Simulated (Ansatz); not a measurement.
# BH₃ + HCl: a complex and its separated parts, part 2 of 2

Ansatz 0.2.0, Gaussian basis. Earlier steps stand in the parts before.

### 14 wB97X-V/def2-TZVPP

The inputs:

parta/in.yaml

```yaml
crystal:
  periodic: [false, false, false]
  atoms:
    - {symbol: B, position_ang: [-0.134037, -0.769954, 0.330013]}
    - {symbol: H, position_ang: [-0.470505, -1.311332, -0.679034]}
    - {symbol: H, position_ang: [0.964772, -0.943333, 0.762491]}
    - {symbol: H, position_ang: [-0.896406, -0.055264, 0.906629]}
basis:
  gaussian: {orbitals: def2-TZVPP}
hamiltonian: {xc: {name: wB97X-V}}
```

partb/in.yaml

```yaml
crystal:
  periodic: [false, false, false]
  atoms:
    - {symbol: Cl, position_ang: [0.649010, 1.101405, -0.927365]}
    - {symbol: H, position_ang: [-0.112834, 1.978477, -0.392735]}
basis:
  gaussian: {orbitals: def2-TZVPP}
hamiltonian: {xc: {name: wB97X-V}}
```

One command serves all of them, each in its own folder.

The run is started by

```bash
> ansatz run in.yaml --threads 2 --pin off --events-out ev --progress --plain --max-ram 4352MiB
```

parta printed (excerpt; [...] marks lines left out):

```text
Functional definition: wB97X-V
  name "wB97X-V"
  cite "Mardirossian & Head-Gordon, Phys. Chem. Chem. Phys. 16, 9904 (2014) doi:10.1039/C3CP54374A"
  cite "Becke, J. Chem. Phys. 107, 8554 (1997) doi:10.1063/1.475007"
  cite "Vydrov & Van Voorhis, J. Chem. Phys. 133, 244103 (2010) doi:10.1063/1.3521275"
[...]
      + integral(e_c_pw_opposite_spin*poly(b97_u_opposite, cos0, cos1)) + vv10(b, c)
346 factors; their error is unknown
109 factors; integrals over basis functions are off by at most 2.1e-5 eV
[...]
mean field -723.98174814 eV, -26.6058385117 hartree, gradient 5.8e-5 eV, S^2 0.000000; 0 other end points of the search recorded, 0 dependent functions left out
reference -723.98174645 eV, -26.6058384496 hartree; 4, 4 occupied and 69, 69 virtual orbitals, 346 factors
Total energy: -723.98174645 eV, -26.6058384496 hartree
```

Log of partb (excerpt; [...] marks lines left out):

```text
[... 5 set-up lines as earlier in the session ...]
[...]
      + integral(e_c_pw_opposite_spin*poly(b97_u_opposite, cos0, cos1)) + vv10(b, c)
369 factors; their error is unknown
62 factors; integrals over basis functions are off by at most 9.0e-5 eV
[...]
mean field -12537.61272779 eV, -460.7487694473 hartree, gradient 5.7e-5 eV, S^2 0.000000; 0 other end points of the search recorded, 0 dependent functions left out
reference -12537.61272684 eV, -460.7487694124 hartree; 9, 9 occupied and 47, 47 virtual orbitals, 369 factors
Total energy: -12537.61272684 eV, -460.7487694124 hartree
```

Wall times: 0.85 s (parta), 0.65 s (partb) on 2 threads of Arm Neoverse V1, shared host.

### 15 wB97M-V/def2-TZVPP

The same edit goes into each in.yaml of step 14 (parta, partb):

```diff
-hamiltonian: {xc: {name: wB97X-V}}
+hamiltonian: {xc: {name: wB97M-V}}
```

Each run has its own folder and the same command.

The run is started by

```bash
> ansatz run in.yaml --threads 2 --pin off --events-out ev --progress --plain --max-ram 4352MiB
```

Output in parta (excerpt; [...] marks lines left out):

```text
Functional definition: wB97M-V
  name "wB97M-V"
  cite "Mardirossian & Head-Gordon, J. Chem. Phys. 144, 214110 (2016) doi:10.1063/1.4952647"
[... 2 set-up lines as earlier in the session ...]
  # Of w^i u^j: cxij and so on, Table III.
[...]
  gx(w, u) = 1 - cx + cx01*u + cx10*w
[...]
      + integral(e_c_pw_mod_opposite_spin*gos(b97_w_opposite, b97_u_opposite)) + vv10(b, c)
346 factors; their error is unknown
109 factors; integrals over basis functions are off by at most 2.1e-5 eV
[...]
mean field -723.38262491 eV, -26.5838211390 hartree, gradient 7.1e-6 eV, S^2 0.000000; 0 other end points of the search recorded, 0 dependent functions left out
reference -723.38266697 eV, -26.5838226846 hartree; 4, 4 occupied and 69, 69 virtual orbitals, 346 factors
Total energy: -723.38266697 eV, -26.5838226846 hartree
```

Log of partb (excerpt; [...] marks lines left out):

```text
[... 5 set-up lines as earlier in the session ...]
  # Of w^i u^j: cxij and so on, Table III.
[...]
  gx(w, u) = 1 - cx + cx01*u + cx10*w
[...]
      + integral(e_c_pw_mod_opposite_spin*gos(b97_w_opposite, b97_u_opposite)) + vv10(b, c)
369 factors; their error is unknown
62 factors; integrals over basis functions are off by at most 9.0e-5 eV
[...]
mean field -12538.73838897 eV, -460.7901367324 hartree, gradient 5.7e-5 eV, S^2 0.000000; 0 other end points of the search recorded, 0 dependent functions left out
reference -12538.73841201 eV, -460.7901375794 hartree; 9, 9 occupied and 47, 47 virtual orbitals, 369 factors
Total energy: -12538.73841201 eV, -460.7901375794 hartree
```

Times: 0.9 s (parta), 0.75 s (partb) on 2 threads of Arm Neoverse V1, shared host.

### 16 B2PLYP/def2-TZVPP

The same edit goes into each in.yaml of step 15 (parta, partb):

```diff
-hamiltonian: {xc: {name: wB97M-V}}
+hamiltonian: {xc: {name: B2PLYP}}
```

Each run has its own folder and the same command.

The run is started by

```bash
> ansatz run in.yaml --threads 2 --pin off --events-out ev --progress --plain --max-ram 4352MiB
```

Output in parta (excerpt; [...] marks lines left out):

```text
Functional definition: B2PLYP
  name "B2PLYP"
  cite "Grimme, J. Chem. Phys. 124, 034108 (2006) doi:10.1063/1.2148954"
[... 2 set-up lines as earlier in the session ...]
[...]
412 factors; integrals over basis functions are off by at most 1.0e-3 eV
[...]
mean field -722.30080749 eV, -26.5440650823 hartree, gradient 2.1e-6 eV, S^2 0.000000; 0 other end points of the search recorded, 0 dependent functions left out
1 core orbitals not correlated: weight in the atoms' cores, before any rotation towards them, 1.000 or more for the frozen orbitals, at most 0.000 for the correlated occupied ones
reference -722.30092920 eV, -26.5440695551 hartree; 3, 3 occupied and 69, 69 virtual orbitals, 412 factors
second order -3.71552678 eV of doubles, -0.00000000 eV of singles
Total energy: -723.30412143 eV, -26.5809361896 hartree
```

partb printed (excerpt; [...] marks lines left out):

```text
[... 5 set-up lines as earlier in the session ...]
[...]
322 factors; integrals over basis functions are off by at most 1.4e-3 eV
[...]
mean field -12534.13735496 eV, -460.6210518514 hartree, gradient 9.7e-6 eV, S^2 0.000000; 0 other end points of the search recorded, 0 dependent functions left out
5 core orbitals not correlated: weight in the atoms' cores, before any rotation towards them, 1.000 or more for the frozen orbitals, at most 0.000 for the correlated occupied ones
reference -12534.13745172 eV, -460.6210554072 hartree; 4, 4 occupied and 47, 47 virtual orbitals, 322 factors
second order -6.68493255 eV of doubles, -0.00000000 eV of singles
Total energy: -12535.94238351 eV, -460.6873854270 hartree
```

Wall times: 0.45 s (parta), 0.35 s (partb) on 2 threads of Arm Neoverse V1, shared host.

### 17 PBE-QIDH/def2-TZVPP

Each input of step 16 (parta, partb) changes in the same lines:

```diff
-hamiltonian: {xc: {name: B2PLYP}}
+hamiltonian: {xc: {name: PBE-QIDH}}
```

Each run has its own folder and the same command.

The run is started by

```bash
> ansatz run in.yaml --threads 2 --pin off --events-out ev --progress --plain --max-ram 4352MiB
```

Output in parta (excerpt; [...] marks lines left out):

```text
Functional definition: PBE-QIDH
  name "PBE-QIDH"
  cite "Brémond, Sancho-García, Pérez-Jiménez & Adamo, J. Chem. Phys. 141, 031101 (2014) doi:10.1063/1.4890314"
[... 1 set-up line as earlier in the session ...]
[...]
412 factors; integrals over basis functions are off by at most 1.0e-3 eV
[...]
mean field -721.70029958 eV, -26.5219968234 hartree, gradient 4.6e-6 eV, S^2 0.000000; 0 other end points of the search recorded, 0 dependent functions left out
1 core orbitals not correlated: weight in the atoms' cores, before any rotation towards them, 1.000 or more for the frozen orbitals, at most 0.000 for the correlated occupied ones
reference -721.70030968 eV, -26.5219971946 hartree; 3, 3 occupied and 69, 69 virtual orbitals, 412 factors
second order -3.46626429 eV of doubles, -0.00000000 eV of singles
Total energy: -722.85573111 eV, -26.5644581490 hartree
```

partb printed (excerpt; [...] marks lines left out):

```text
[... 4 set-up lines as earlier in the session ...]
[...]
322 factors; integrals over basis functions are off by at most 1.4e-3 eV
[...]
mean field -12531.03295415 eV, -460.5069672259 hartree, gradient 2.4e-6 eV, S^2 0.000000; 0 other end points of the search recorded, 0 dependent functions left out
5 core orbitals not correlated: weight in the atoms' cores, before any rotation towards them, 1.000 or more for the frozen orbitals, at most 0.000 for the correlated occupied ones
reference -12531.03296052 eV, -460.5069674599 hartree; 4, 4 occupied and 47, 47 virtual orbitals, 322 factors
second order -6.22515984 eV of doubles, -0.00000000 eV of singles
Total energy: -12533.10801380 eV, -460.5832242614 hartree
```

They took 0.45 s (parta), 0.35 s (partb) on 2 threads of Arm Neoverse V1, shared host.

### 18 RPA on PBE/def2-TZVPP

The same edit goes into each in.yaml of step 17 (parta, partb):

```diff
-hamiltonian: {xc: {name: PBE-QIDH}}
+hamiltonian: {xc: pbe}
+correlation: {method: rpa}
```

The same command starts each run, in its folder.

The run is started by

```bash
> ansatz run in.yaml --threads 2 --pin off --events-out ev --progress --plain --max-ram 4352MiB
```

Output in parta (excerpt; [...] marks lines left out):

```text
[... 4 set-up lines as earlier in the session ...]
[...]
412 factors; integrals over basis functions are off by at most 1.0e-3 eV
[...]
mean field -722.54091187 eV, -26.5528887556 hartree, gradient 8.4e-7 eV, S^2 0.000000; 0 other end points of the search recorded, 0 dependent functions left out
1 core orbitals not correlated: weight in the atoms' cores, before any rotation towards them, 1.000 or more for the frozen orbitals, at most 0.000 for the correlated occupied ones
reference -718.20220502 eV, -26.3934442194 hartree; 3, 3 occupied and 69, 69 virtual orbitals, 412 factors
Total energy: -724.79035019 eV, -26.6355540888 hartree
```

Output in partb (excerpt; [...] marks lines left out):

```text
[... 4 set-up lines as earlier in the session ...]
[...]
322 factors; integrals over basis functions are off by at most 1.4e-3 eV
[...]
mean field -12534.30962642 eV, -460.6273827107 hartree, gradient 3.3e-6 eV, S^2 0.000000; 0 other end points of the search recorded, 0 dependent functions left out
5 core orbitals not correlated: weight in the atoms' cores, before any rotation towards them, 1.000 or more for the frozen orbitals, at most 0.000 for the correlated occupied ones
reference -12519.65923314 eV, -460.0889906882 hartree; 4, 4 occupied and 47, 47 virtual orbitals, 322 factors
Total energy: -12529.02200965 eV, -460.4330663784 hartree
```

Times: 0.45 s (parta), 0.35 s (partb) on 2 threads of Arm Neoverse V1, shared host.

### 19 CCSD(T)/def2-TZVPP

Each input of step 18 (parta, partb) changes in the same lines:

```diff
-hamiltonian: {xc: pbe}
-correlation: {method: rpa}
+correlation: {method: ccsd_t}
```

One command serves all of them, each in its own folder.

The run is started by

```bash
> ansatz run in.yaml --threads 2 --pin off --events-out ev --progress --plain --max-ram 4352MiB
```

Log of parta (excerpt; [...] marks lines left out):

```text
Functional definition: HF
  name "HF"
  cite "Fock, Z. Phys. 61, 126 (1930) doi:10.1007/BF01340294"
[... 1 set-up line as earlier in the session ...]
[...]
412 factors; integrals over basis functions are off by at most 1.0e-3 eV
[...]
mean field -718.39827867 eV, -26.4006497932 hartree, gradient 1.3e-6 eV, S^2 0.000000; 0 other end points of the search recorded, 0 dependent functions left out
1 core orbitals not correlated: weight in the atoms' cores, before any rotation towards them, 1.000 or more for the frozen orbitals, at most 0.000 for the correlated occupied ones
reference -718.39827867 eV, -26.4006497932 hartree; 3, 3 occupied and 69, 69 virtual orbitals, 412 factors
second order -3.08261311 eV of doubles, -0.00000000 eV of singles
cycle   1  -3.52339706 eV  change   -4.4e-1 eV  update   4.2e-2
[...]
cycle   8  -3.67769157 eV  change    4.0e-7 eV  update   2.9e-6
perturbative correction -0.06829430 eV, -0.0025097694 hartree
Total energy: -722.14426454 eV, -26.5383122348 hartree
```

Log of partb (excerpt; [...] marks lines left out):

```text
[... 4 set-up lines as earlier in the session ...]
[...]
322 factors; integrals over basis functions are off by at most 1.4e-3 eV
[...]
mean field -12519.93378217 eV, -460.0990801788 hartree, gradient 2.9e-6 eV, S^2 0.000000; 0 other end points of the search recorded, 0 dependent functions left out
5 core orbitals not correlated: weight in the atoms' cores, before any rotation towards them, 1.000 or more for the frozen orbitals, at most 0.000 for the correlated occupied ones
reference -12519.93378217 eV, -460.0990801788 hartree; 4, 4 occupied and 47, 47 virtual orbitals, 322 factors
second order -5.53926202 eV of doubles, -0.00000000 eV of singles
cycle   1  -5.96028719 eV  change   -4.2e-1 eV  update   3.9e-2
[...]
cycle   7  -6.10183102 eV  change   -5.8e-6 eV  update   7.9e-6
perturbative correction -0.21572418 eV, -0.0079277175 hartree
Total energy: -12526.25133737 eV, -460.3312460504 hartree
```

They took 0.4 s (parta), 0.3 s (partb) on 2 threads of Arm Neoverse V1, shared host.

### 20 CCSD(T)/def2-QZVPP

Each input of step 19 (parta, partb) changes in the same lines:

```diff
-  gaussian: {orbitals: def2-TZVPP}
+  gaussian: {orbitals: "def2-QZVPP.json"}
```

The basis file named in the input lies beside it (Basis Set Exchange, JSON).

One command serves all of them, each in its own folder.

The run is started by

```bash
> ansatz run in.yaml --threads 2 --pin off --events-out ev --progress --plain --max-ram 4352MiB
```

Log of parta (excerpt; [...] marks lines left out):

```text
[... 4 set-up lines as earlier in the session ...]
[...]
860 factors; integrals over basis functions are off by at most 1.1e-3 eV
[...]
mean field -718.44358321 eV, -26.4023147044 hartree, gradient 4.4e-7 eV, S^2 0.000000; 0 other end points of the search recorded, 0 dependent functions left out
1 core orbitals not correlated: weight in the atoms' cores, before any rotation towards them, 1.000 or more for the frozen orbitals, at most 0.000 for the correlated occupied ones
reference -718.44358321 eV, -26.4023147044 hartree; 3, 3 occupied and 143, 143 virtual orbitals, 860 factors
second order -3.26702116 eV of doubles, -0.00000000 eV of singles
cycle   1  -3.65284933 eV  change   -3.9e-1 eV  update   4.2e-2
[...]
cycle   8  -3.80875307 eV  change   -3.8e-6 eV  update   3.4e-6
perturbative correction -0.07553557 eV, -0.0027758811 hartree
Total energy: -722.32787186 eV, -26.5450596793 hartree
```

partb printed (excerpt; [...] marks lines left out):

```text
[... 4 set-up lines as earlier in the session ...]
[...]
587 factors; integrals over basis functions are off by at most 1.1e-3 eV
[...]
mean field -12520.29141510 eV, -460.1122229467 hartree, gradient 2.5e-6 eV, S^2 0.000000; 0 other end points of the search recorded, 0 dependent functions left out
5 core orbitals not correlated: weight in the atoms' cores, before any rotation towards them, 1.000 or more for the frozen orbitals, at most 0.000 for the correlated occupied ones
reference -12520.29141510 eV, -460.1122229467 hartree; 4, 4 occupied and 91, 91 virtual orbitals, 587 factors
second order -6.08749656 eV of doubles, -0.00000000 eV of singles
cycle   1  -6.46238336 eV  change   -3.7e-1 eV  update   3.9e-2
[...]
cycle   8  -6.60748926 eV  change    5.5e-7 eV  update   3.0e-6
perturbative correction -0.26452857 eV, -0.0097212458 hartree
Total energy: -12527.16343293 eV, -460.3647649440 hartree
```

Wall times: 2.7 s (parta), 1 s (partb) on 2 threads of Arm Neoverse V1, shared host; peak memory 0.67 GiB.

### 21 Vibrations of BH₃

Input file vib-parta/in.yaml:

```yaml
crystal:
  periodic: [false, false, false]
  atoms:
    - {symbol: B, position_ang: [-0.134037, -0.769954, 0.330013]}
    - {symbol: H, position_ang: [-0.470505, -1.311332, -0.679034]}
    - {symbol: H, position_ang: [0.964772, -0.943333, 0.762491]}
    - {symbol: H, position_ang: [-0.896406, -0.055264, 0.906629]}
basis:
  gaussian: {orbitals: def2-TZVP}
hamiltonian: {xc: pbe0, dispersion: d4}
phonons: {temperatures: {t_min: 298.15, t_max: 900, t_step: 200}}
```

The run is started by

```bash
> ansatz run in.yaml --threads 2 --pin off --events-out ev --progress --plain --max-ram 4352MiB
```

Output (excerpt; [...] marks lines left out):

```text
[... 5 set-up lines as earlier in the session ...]
[...]
301 factors; their error is unknown
[...]
mean field -722.89234610 eV, -26.5658037250 hartree, gradient 3.8e-5 eV, S^2 0.000000; 0 other end points of the search recorded, 0 dependent functions left out
[...]
Atom 1 at    -0.470505    -1.311332    -0.679034 Å, force     0.000302     0.000507     0.000730 eV/Å
Atom 2 at     0.964772    -0.943333     0.762491 Å, force    -0.000856     0.000227    -0.000410 eV/Å
Atom 3 at    -0.896406    -0.055264     0.906629 Å, force     0.000635    -0.000472    -0.000506 eV/Å
Dipole moment:     0.000004     0.000010    -0.000007 e Å
Vibrations: 1147.21 1189.86 1189.86 2556.69 2696.52 2696.52 cm⁻¹, zero-point energy 0.711462 eV
```

Run time: 2.3 s. Hardware: 2 threads of Arm Neoverse V1, shared host.

The modes, with what each moves most:

```csv
mode,wavenumber (cm⁻¹),character
1,1147,out-of-plane bend
2,1190,bend
3,1190,bend
4,2557,B–H stretch
5,2697,B–H stretch
6,2697,B–H stretch
```

Vibrational sums (real modes only):

```csv
T (K),entropy (J/mol/K),heat capacity (J/mol/K)
298,0.6,2.8
498,3.9,11.0
698,8.9,18.8
898,14.5,25.4
```

### 22 Vibrations of HCl

Input file vib-partb/in.yaml:

```yaml
crystal:
  periodic: [false, false, false]
  atoms:
    - {symbol: Cl, position_ang: [0.649010, 1.101405, -0.927365]}
    - {symbol: H, position_ang: [-0.112834, 1.978477, -0.392735]}
basis:
  gaussian: {orbitals: def2-TZVP}
hamiltonian: {xc: pbe0, dispersion: d4}
phonons: {temperatures: {t_min: 298.15, t_max: 900, t_step: 200}}
```

The run is started by

```bash
> ansatz run in.yaml --threads 2 --pin off --events-out ev --progress --plain --max-ram 4352MiB
```

Output (excerpt; [...] marks lines left out):

```text
[... 5 set-up lines as earlier in the session ...]
[...]
312 factors; their error is unknown
[...]
mean field -12535.31645841 eV, -460.6643831039 hartree, gradient 4.2e-5 eV, S^2 0.000000; 0 other end points of the search recorded, 0 dependent functions left out
[...]
reference -12535.31637360 eV, -460.6643799874 hartree; 9, 9 occupied and 34, 34 virtual orbitals, 312 factors
Total energy: -12535.32105166 eV, -460.6645519027 hartree
Atom 0 at     0.649010     1.101405    -0.927365 Å, force     0.000120    -0.000138    -0.000084 eV/Å
Atom 1 at    -0.112834     1.978477    -0.392735 Å, force    -0.000120     0.000138     0.000084 eV/Å
Dipole moment:    -0.156444     0.180106     0.109786 e Å
Vibrations: 2997.05 cm⁻¹, zero-point energy 0.185793 eV
```

Wall time 1.8 s (2 threads of Arm Neoverse V1, shared host).

The modes, with what each moves most:

```csv
mode,wavenumber (cm⁻¹),character
1,2997,Cl–H stretch
```

Vibrational sums (real modes only):

```
T (K)  entropy (J/mol/K)  heat capacity (J/mol/K)
  298                0.0                      0.0
  498                0.0                      0.1
  698                0.1                      0.7
  898                0.4                      1.6
```

### 23 Complex less separated parts

The complex's own energies come from single points at the same levels.

Rows are in def2-TZVPP; times add the 3 runs of a level on a shared host, so small differences are noise.

Differences are taken before rounding.

```csv
method,rung,complex less parts (kJ/mol),from CCSD(T) (kJ/mol),time
SPW92,LDA,-58.5,-45.0,0.9 s
PBE-D4,GGA,-31.7,-18.2,1.3 s
BLYP-D4,GGA,-17.8,-4.3,1.4 s
r2SCAN-D4,meta-GGA,-24.6,-11.2,3 s
B97M-V,meta-GGA,-17.3,-3.8,5.1 s
PBE0-D4,hybrid,-25.3,-11.8,1.6 s
B3LYP-D4,hybrid,-15.1,-1.6,1.6 s
r2SCAN0-D4,hybrid,-21.6,-8.2,3.1 s
BHLYP-D4,hybrid,-9.6,+3.9,1.5 s
CAM-B3LYP-D4,range-separated hybrid,-15.8,-2.3,1.8 s
wB97X-V,range-separated hybrid,-15.9,-2.5,4.5 s
wB97M-V,range-separated hybrid,-19.1,-5.7,4.8 s
B2PLYP,double hybrid,-10.7,+2.8,2.4 s
PBE-QIDH,double hybrid,-18.8,-5.3,2.4 s
RPA on PBE,RPA,-8.5,+5.0,2.3 s
Hartree-Fock,wavefunction,22.0,+35.5,
MP2,wavefunction,-15.8,-2.3,
CCSD,wavefunction,-8.1,+5.4,
CCSD(T),wavefunction,-13.5,0,5.3 s
```

Among the levels timed on like hardware and quicker than the yardstick, those that no quicker one beats, quickest first: SPW92 (0.9 s, -45.0 kJ/mol); PBE-D4 (1.3 s, -18.2 kJ/mol); BLYP-D4 (1.4 s, -4.3 kJ/mol); BHLYP-D4 (1.5 s, +3.9 kJ/mol); B3LYP-D4 (1.6 s, -1.6 kJ/mol).

For cost: B3LYP-D4 gets within 1.6 kJ/mol in 1.6 s, where CCSD(T) took 5.3 s; the quickest level in the cost chart, SPW92, takes 0.9 s and misses by 45.0 kJ/mol.

The complex's zero-point energy, from a separate PBE0-D4 run, is 1.010 eV.

### 24 What came out

The summary covers parts 1 to 2.

| quantity | value |
| --- | --- |
| complex less parts, CCSD(T)/def2-TZVPP | -13.5 kJ/mol |
| with zero-point energy | -2.6 kJ/mol |
| largest T1 diagnostic | 0.008 |

What this shows: At CCSD(T) the complex lies 13.5 kJ/mol below its parts. B3LYP-D4 is the best functional here (-1.6 kJ/mol from CCSD(T)); SPW92 is the worst (-45.0 kJ/mol). Mean unsigned error by rung: LDA 45.0, GGA 11.3, meta-GGA 7.5, hybrid 6.4, range-separated hybrid 3.5, double hybrid 4.1 kJ/mol. PBE-D4 gives a relative energy 18.2 kJ/mol too low, outside chemical accuracy (1 kcal/mol, 4.2 kJ/mol). The complex's frequency run has imaginary modes: the structure is no minimum, so both the energy and the zero-point correction are in doubt. No counterpoise was applied, and triple zeta lacks some correlation, so the CCSD(T) reference has a basis error of its own, and close matches with it are partly luck.
